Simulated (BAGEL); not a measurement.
**CH6Ge (SMILES [H][Ge]([H])([H])[CH3]): RI-MP2/def2-TZVP (density fitting with qzvpp-jkfit)**

What is the energy change on altering one bond length of CH6Ge at RI-MP2/def2-TZVP (density fitting with qzvpp-jkfit)? 

Program for the calculation: BAGEL 1.2.2.

5 further runs of the same task are left out: 4 that didn't finish, 1 set aside as unsound or not needed.

## 1. The molecule

CH6Ge: 8 atoms, total charge 0, spin state singlet. SMILES: `[H][Ge]([H])([H])[CH3]`. Geometry: a GFN2-xTB relaxation, a rough one for these elements and not checked as a minimum.

Bond lengths: Ge1–C2 1.959 Å, C2–H3 1.087 Å, C2–H4 1.087 Å, C2–H5 1.087 Å, Ge1–H6 1.494 Å, Ge1–H7 1.494 Å, Ge1–H8 1.494 Å. Some angles: Ge1–C2–H3 110.7°, Ge1–C2–H4 110.8°, Ge1–C2–H5 110.7°, C2–Ge1–H6 111.5°, C2–Ge1–H7 111.4°, C2–Ge1–H8 111.5°, H3–C2–H4 108.1°, H3–C2–H5 108.2°, H4–C2–H5 108.2°, H6–Ge1–H7 107.4°.

## 2. A single-point energy at RI-MP2/def2-TZVP (density fitting with qzvpp-jkfit)

Input file input.json:

```json
{ "bagel": [

{
  "title": "molecule",
  "basis": "def2-tzvp.json",
  "df_basis": "qzvpp-jkfit",
  "angstrom": "true",
  "geometry": [
    { "atom": "Ge", "xyz": [      -0.001790,       0.003060,      -0.918760 ] },
    { "atom": "C", "xyz": [       0.002110,      -0.003460,       1.039910 ] },
    { "atom": "H", "xyz": [      -1.012610,       0.042810,       1.427220 ] },
    { "atom": "H", "xyz": [       0.551360,       0.851350,       1.426950 ] },
    { "atom": "H", "xyz": [       0.469820,      -0.908130,       1.420480 ] },
    { "atom": "H", "xyz": [       1.387410,      -0.023360,      -1.468660 ] },
    { "atom": "H", "xyz": [      -0.674200,       1.223080,      -1.459350 ] },
    { "atom": "H", "xyz": [      -0.722100,      -1.185340,      -1.467790 ] }
  ]
},

{
  "title": "hf"
},

{
  "title": "mp2",
  "ncore": 10
}

]}
```

The basis set def2-TZVP is read from a file made from the Basis Set Exchange's data (not shown).

Started as:

```bash
$ BAGEL_NUM_THREADS=1 BAGEL input.json > input.out
```

What it wrote:

```text
* using 1 threads per process

  ===============================================================
  ===============================================================

  *** Geometry ***

  { "atom" : "Ge", "xyz" : [     -0.003383,      0.005783,     -1.736205 ] },
  { "atom" : "C", "xyz" : [      0.003987,     -0.006538,      1.965145 ] },
  { "atom" : "H", "xyz" : [     -1.913556,      0.080899,      2.697055 ] },
  { "atom" : "H", "xyz" : [      1.041919,      1.608818,      2.696545 ] },
  { "atom" : "H", "xyz" : [      0.887831,     -1.716117,      2.684318 ] },
  { "atom" : "H", "xyz" : [      2.621825,     -0.044144,     -2.775365 ] },
  { "atom" : "H", "xyz" : [     -1.274053,      2.311286,     -2.757772 ] },
  { "atom" : "H", "xyz" : [     -1.364571,     -2.239968,     -2.773721 ] },

  Number of auxiliary basis functions:      449

  Since a DF basis is specified, we compute 2- and 3-index integrals:
    o Being stored without compression. Storage requirement is 0.048 GB

  Number of basis functions:      115
  Number of electrons      :       44

    * METHOD: MOLECULE                             0.23

  *** RHF ***

  === Nuclear Repulsion ===
   120.8322872398

      * DIIS with orbital gradients will be used.

  === RHF iteration (def2-tzvp.json) ===
      0      -2116.62381149          0.01569864           0.08
      1      -2116.71272673          0.00695618           0.07
      2      -2116.73266364          0.00142462           0.08
      3      -2116.73384089          0.00023337           0.08
      4      -2116.73387157          0.00009694           0.08
      5      -2116.73387731          0.00002093           0.08
      6      -2116.73387761          0.00000436           0.08
      7      -2116.73387763          0.00000081           0.08
      8      -2116.73387763          0.00000013           0.07
      9      -2116.73387763          0.00000005           0.07
     10      -2116.73387763          0.00000002           0.08
     11      -2116.73387763          0.00000000           0.07
    * SCF iteration converged.

    * Permanent dipole moment:
           (   -0.000608,     0.000862,    -0.269723) a.u.

    * METHOD: HF                                   1.15

  *** RHF ***

  === Nuclear Repulsion ===
   120.8322872398

      * DIIS with orbital gradients will be used.

  === RHF iteration (def2-tzvp.json) ===
      0      -2116.73387763          0.00000000           0.07
    * SCF iteration converged.

    * Permanent dipole moment:
           (   -0.000608,     0.000862,    -0.269723) a.u.

  === DF-MP2 calculation ===

    * freezing 10 orbitals
    * 3-index integral transformation done
    * assembly done

      MP2 correlation energy:   -0.4363159167      0.05

      MP2 total energy:       -2117.1701935440

    * METHOD: MP2                                  0.22

  ===============================================================
```

It took 1.8 s on 1 thread of Arm Neoverse V2, shared host; peak memory 0.15 GiB.

## 3. The distorted shape

Input file input.json:

```json
{ "bagel" : [

{
  "title" : "molecule",
  "basis" : "def2-tzvp.json",
  "df_basis" : "qzvpp-jkfit",
  "angstrom" : "true",
  "geometry" : [
    { "atom" : "Ge", "xyz" : [    0.805112,   -1.460982,   -0.270044 ] },
    { "atom" : "C", "xyz" : [    0.809012,   -1.467502,    1.688626 ] },
    { "atom" : "H", "xyz" : [   -0.205708,   -1.421232,    2.075936 ] },
    { "atom" : "H", "xyz" : [    1.358262,   -0.612692,    2.075666 ] },
    { "atom" : "H", "xyz" : [    1.276722,   -2.372172,    2.069196 ] },
    { "atom" : "H", "xyz" : [    2.194312,   -1.487402,   -0.819944 ] },
    { "atom" : "H", "xyz" : [   -0.674200,    1.223080,   -1.459350 ] },
    { "atom" : "H", "xyz" : [    0.084802,   -2.649382,   -0.819074 ] }
  ]
},
{ "title" : "hf" },
{ "title" : "mp2", "ncore" : 10 }

]}
```

The basis set def2-TZVP is read from a file made from the Basis Set Exchange's data (not shown).

Started as:

```bash
$ BAGEL_NUM_THREADS=1 BAGEL input.json > input.out
```

What it wrote:

```text
* using 1 threads per process

  ===============================================================
  ===============================================================

  *** Geometry ***

  { "atom" : "Ge", "xyz" : [      1.521441,     -2.760856,     -0.510309 ] },
  { "atom" : "C", "xyz" : [      1.528811,     -2.773177,      3.191041 ] },
  { "atom" : "H", "xyz" : [     -0.388732,     -2.685739,      3.922950 ] },
  { "atom" : "H", "xyz" : [      2.566743,     -1.157820,      3.922440 ] },
  { "atom" : "H", "xyz" : [      2.412655,     -4.482755,      3.910214 ] },
  { "atom" : "H", "xyz" : [      4.146649,     -2.810782,     -1.549470 ] },
  { "atom" : "H", "xyz" : [     -1.274053,      2.311286,     -2.757772 ] },
  { "atom" : "H", "xyz" : [      0.160253,     -5.006606,     -1.547826 ] },

  Number of auxiliary basis functions:      449

  Since a DF basis is specified, we compute 2- and 3-index integrals:
    o Being stored without compression. Storage requirement is 0.048 GB

  Number of basis functions:      115
  Number of electrons      :       44

    * METHOD: MOLECULE                             0.23

  *** RHF ***

  === Nuclear Repulsion ===
   113.9483927440

      * DIIS with orbital gradients will be used.

  === RHF iteration (def2-tzvp.json) ===
      0      -2116.42563283          0.01558530           0.08
      1      -2116.53096481          0.00720294           0.08
      2      -2116.55531872          0.00146268           0.08
      3      -2116.55668970          0.00055778           0.08
      4      -2116.55687240          0.00010773           0.08
      5      -2116.55688380          0.00003009           0.08
      6      -2116.55688475          0.00001410           0.08
      7      -2116.55688494          0.00000286           0.08
      8      -2116.55688495          0.00000090           0.08
      9      -2116.55688495          0.00000024           0.08
     10      -2116.55688495          0.00000008           0.08
     11      -2116.55688495          0.00000002           0.08
     12      -2116.55688495          0.00000001           0.08
    * SCF iteration converged.

    * Permanent dipole moment:
           (   -0.831092,     1.508714,    -1.081276) a.u.

    * METHOD: HF                                   1.28

  *** RHF ***

  === Nuclear Repulsion ===
   113.9483927440

      * DIIS with orbital gradients will be used.

  === RHF iteration (def2-tzvp.json) ===
      0      -2116.55688495          0.00000001           0.07
    * SCF iteration converged.

    * Permanent dipole moment:
           (   -0.831092,     1.508715,    -1.081276) a.u.

  === DF-MP2 calculation ===

    * freezing 10 orbitals
    * 3-index integral transformation done
    * assembly done

      MP2 correlation energy:   -0.4470408236      0.05

      MP2 total energy:       -2117.0039257767

    * METHOD: MP2                                  0.23

  ===============================================================
```

Run time: 1.9 s. Hardware: 1 thread of Arm Neoverse V2, shared host; peak memory 0.15 GiB.

## 4. Results

At RI-MP2/def2-TZVP (density fitting with qzvpp-jkfit), 10 core orbitals frozen:

```
                                                          quantity           value
                                         first shape: total energy  -2117.17019 Eh
         first shape: correlation energy (10 core orbitals frozen)      -436.3 mEh
                                     distorted shape: total energy  -2117.00393 Eh
     distorted shape: correlation energy (10 core orbitals frozen)      -447.0 mEh
energy change with the Ge1–H7 bond stretched from 1.494 to 3.287 Å        4.524 eV
```

**Reading.** One bond (distorted shape) is far stretched, which a spin-restricted single reference describes badly; perturbation theory on it can break down and give far too much correlation. With the Ge1–H7 bond stretched from 1.494 to 3.287 Å the energy rises by 4.52 eV (104 kcal/mol). The first shape isn't relaxed at this level, so the change isn't measured from a minimum. A restricted reference can't describe the breaking bond well at this length.
